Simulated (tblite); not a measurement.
# C4H9AlS: the cost of one run

Programs: tblite 0.8.0 and PySCF 2.14.0, with density-fitted response routines of our own. Each step states its level of theory. These are calculated values for one molecule in the gas phase, unless marked as measured. Atoms count from 0, in the outputs and in this text.

## (1) The starting structure

15 atoms, charge 0, multiplicity 1; geometry from: force field or distance geometry start.

Bonds of the start (Å): C0–C1 1.22, C1–Al2 1.94, Al2–S3 2.22, S3–C4 1.79, S3–C5 1.78, C0–H6 1.06, Al2–H7 1.59, Al2–H8 1.62, C4–H9 1.12, C4–H10 1.12, C4–H11 1.10, C5–H12 1.12, C5–H13 1.12, C5–H14 1.11.

## (2) Relaxing the molecule with GFN2-xTB

The job: settings as JSON, then the geometry in Å.

```
{"job": {"kind": "relax", "xc": "GFN2-xTB", "basis": "xTB"}, "charge": 0, "multiplicity": 1}
C      3.178600    -1.124600     0.015200
C      2.378500    -0.210700    -0.140800
Al     1.116700     1.241200    -0.392100
S     -0.839600     0.319200    -0.903800
C     -0.813000    -1.460800    -0.772700
C     -2.051100     1.005500     0.197900
H      3.867200    -1.919900     0.124100
H      1.039300     2.104200     0.940700
H      1.574600     2.138300    -1.657100
H     -1.864900    -1.803000    -0.959900
H     -0.114900    -1.920200    -1.521500
H     -0.583100    -1.805800     0.251000
H     -1.954000     0.502400     1.198200
H     -3.061900     0.851400    -0.256500
H     -1.876800     2.090800     0.349700
```

On the command line:

```sh
$ OMP_NUM_THREADS=1 python probes_run.py task.json out
```

This one command runs all jobs of the session in turn.

Q: Estimate the wall time of this first job on 1 thread of Arm Neoverse V1, shared host.

About 1.2 s.
